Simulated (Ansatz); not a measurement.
# H5PSSi2: basis-set convergence

An exercise on one series of results from a longer session: the logs are not shown, and one member is left open.

Computed with Ansatz 0.2.0, Gaussian basis. Level: one geometry, several basis sets.

The runs, in order: PBE0-D4/def2-SVP; ωB97M-V/def2-SVP; PBE0-D4/def2-QZVPP; ωB97M-V/def2-QZVPP; the functionals' def2-TZVPP values are taken from earlier runs.

### The geometry

An earlier PBE0-D4 in a triple-zeta def2 set relaxation fixed the geometry.

SMILES `S[SiH]1[SiH2]P1`, 9 atoms, charge 0, spin multiplicity 1.

Atoms are counted from 1 here; the program's logs count them from 0.

Bond lengths: S1–Si2 2.125 Å, S1–H5 1.346 Å, Si2–Si3 2.259 Å, Si2–P4 2.275 Å, Si2–H6 1.482 Å, Si3–P4 2.285 Å, Si3–H7 1.481 Å, Si3–H8 1.480 Å, P4–H9 1.426 Å. Angles: Si2–S1–H5 95.5°, S1–Si2–Si3 115.5°, S1–Si2–P4 115.1°, S1–Si2–H6 115.4°, Si3–Si2–P4 60.5°, Si3–Si2–H6 122.7°, P4–Si2–H6 116.1°, Si2–Si3–P4 60.1°, Si2–Si3–H7 122.1°, Si2–Si3–H8 119.0°, P4–Si3–H7 116.7°, P4–Si3–H8 114.2°, H7–Si3–H8 113.6°, Si2–P4–Si3 59.4°, Si2–P4–H9 89.3°, Si3–P4–H9 89.7°.

Set-up of the first run:

in.yaml

```yaml
crystal:
  periodic: [false, false, false]
  atoms:
    - {symbol: S, position_ang: [-2.312098, 1.066896, -0.118950]}
    - {symbol: Si, position_ang: [-0.259430, 0.734759, 0.318921]}
    - {symbol: Si, position_ang: [0.377756, -1.431381, 0.401501]}
    - {symbol: P, position_ang: [0.961769, -0.138791, -1.390171]}
    - {symbol: H, position_ang: [-2.097696, 2.057679, -1.003863]}
    - {symbol: H, position_ang: [0.400122, 1.793761, 1.118053]}
    - {symbol: H, position_ang: [1.479061, -1.894208, 1.276483]}
    - {symbol: H, position_ang: [-0.615391, -2.484847, 0.093013]}
    - {symbol: H, position_ang: [2.154609, 0.249932, -0.711888]}
basis:
  gaussian: {orbitals: def2-SVP}
hamiltonian: {xc: pbe0, dispersion: d4}
output: {orbitals: {seedname: orbitals}}
```

Started as:

```sh
ansatz run in.yaml --threads 2 --pin off --events-out ev --progress --plain --max-ram 4352MiB
```

Steps of the session up to this table: PBE0-D4 in def2-SVP; ωB97M-V in def2-SVP; PBE0-D4 in def2-QZVPP; ωB97M-V in def2-QZVPP.

One of the session's tables, all rows but one given; the rest of the session is left out.

It belongs to the step «Functionals by basis». 

```
functional       basis  HOMO (eV)
   PBE0-D4    def2-SVP      -6.76
   PBE0-D4  def2-TZVPP      -6.73
   PBE0-D4  def2-QZVPP      -6.75
   ωB97M-V    def2-SVP          ?
   ωB97M-V  def2-TZVPP      -8.62
   ωB97M-V  def2-QZVPP      -8.64
```

**Question.** Estimate the row for ωB97M-V, def2-SVP.

As computed: HOMO (eV): -8.61. In the column «HOMO (eV)» it lies between ωB97M-V, def2-TZVPP (-8.62) and PBE0-D4, def2-SVP (-6.76).
